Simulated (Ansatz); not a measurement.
# ScZn: the cost of one run

Program: Ansatz 0.2.0. Level of theory: DFT PBEsol, scalar-relativistic. These are calculated values, not measurements.

### Step 1. Starting point

It takes space group Pm-3m (No. 221, cubic). The conventional cell has a = 3.350 Å, b = 3.350 Å, c = 3.350 Å, α = 90.00°, β = 90.00°, γ = 90.00°. Around Sc (site symmetry m-3m) lie 8 Zn at 2.90 Å. Zn (site symmetry m-3m) is surrounded by 8 Sc at 2.90 Å.

Structure file:

```
Sc Zn
1.0
     3.35000    0.00000    0.00000
     0.00000    3.35000    0.00000
     0.00000    0.00000    3.35000
Sc Zn
1 1
Direct
  0.00000 0.00000 0.00000
  0.50000 0.50000 0.50000
```

Atoms are numbered in the order of the input: Sc1, Zn2.

### Step 2. The deformed structure

Space group Pm-3m before, R-3m after.

### Step 3. Full-potential LAPW

The input, input.yaml:

```yaml
crystal:
  lattice:
    - [3.35, 0.0335, 0.0335]
    - [0.0335, 3.35, 0.0335]
    - [0.0335, 0.0335, 3.35]
  atoms:
    - { symbol: Sc, position: [0.0, 0.0, 0.0] }
    - { symbol: Zn, position: [0.5, 0.5, 0.5] }
kpoints:
  mp_grid: { grid: [10, 10, 10] }
  band_path:
    path:
      - [0.0, 0.0, 0.0]
      - [0.5, 0.5, 0.5]
      - [0.5193194925, 0.4806805075, 0.5]
      - [0.5, -0.4806805075, 0.4806805075]
      - [0.5, 0.0, 0.0]
      - [0.0, 0.0, 0.0]
      - [0.4903402537, -0.4903402537, 0.0]
      - [0.5096597463, 0.0, 0.4903402537]
      - [0.5, 0.0, 0.5]
    npoints: 5
scf:
  occupations: { method: fermi_dirac, width: 0.03 }
hamiltonian:
  xc: pbesol
  pseudopotentials: { kind: all_electron, lapw: { basis_error: 0.0005 } }
output:
  forces: true
  stress: true
  eigenvalues: true
```

The run is started by

```console
$ ansatz run input.yaml --threads 1 --pin off --max-ram 3072MiB --backend cpu --events-out ev --progress --plain --runs-dir out
```

Q: Estimate wall time and peak memory on 1 thread of Arm Neoverse V1, shared host.

About 29 s, with a peak of 0.46 GiB.
